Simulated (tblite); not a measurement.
# C4H8GeO2S2: the cost of one run

Computed with tblite 0.8.0 and PySCF 2.14.0, with density-fitted response routines of our own, on a single molecule, in the gas phase or a continuum. Atoms count from 0, in the outputs and in this text.

**1. Starting geometry**

17 atoms, charge 0, multiplicity 1; geometry from: force field or distance geometry start.

Bonds of the start (Å): C0–C1 1.50, C1–O2 1.27, C1–O3 1.37, O3–C4 1.42, C4–C5 1.54, C5–S6 1.83, S6–Ge7 2.24, Ge7–S8 2.25, S8–C4 1.83, C0–H9 1.13, C0–H10 1.10, C0–H11 1.11, C4–H12 1.09, C5–H13 1.09, C5–H14 1.12, Ge7–H15 1.53, Ge7–H16 1.53.

**2. Optimising the geometry with GFN2-xTB**

What the job is given:

```
{"job": {"kind": "relax", "xc": "GFN2-xTB", "basis": "xTB"}, "charge": 0, "multiplicity": 1}
C      2.760100     0.602000    -0.096100
C      1.735500    -0.284000     0.542300
O      2.198900    -1.217300     1.276200
O      0.390900    -0.098100     0.358400
C     -0.606000    -0.917600     0.958800
C     -1.456700    -1.416000    -0.229000
S     -1.553800    -0.031100    -1.415100
Ge    -2.133300     1.556200     0.062800
S     -1.686500     0.259400     1.852200
H      2.550100     1.643200     0.285900
H      3.772400     0.260900     0.154600
H      2.661500     0.599400    -1.200200
H     -0.244700    -1.727200     1.593600
H     -1.059300    -2.339600    -0.652700
H     -2.495700    -1.516900     0.176500
H     -3.628000     1.862900    -0.063300
H     -1.212500     2.775900    -0.016900
```

The run is started by

```
> OMP_NUM_THREADS=1 python probes_run.py task.json out
```

One launch serves the whole session: the jobs run in the order shown.

**Question.** How long does this first job take on 1 thread of Arm Neoverse N1, shared host, and how much memory does it need?

About 1.7 s, with a peak of 0.18 GiB.
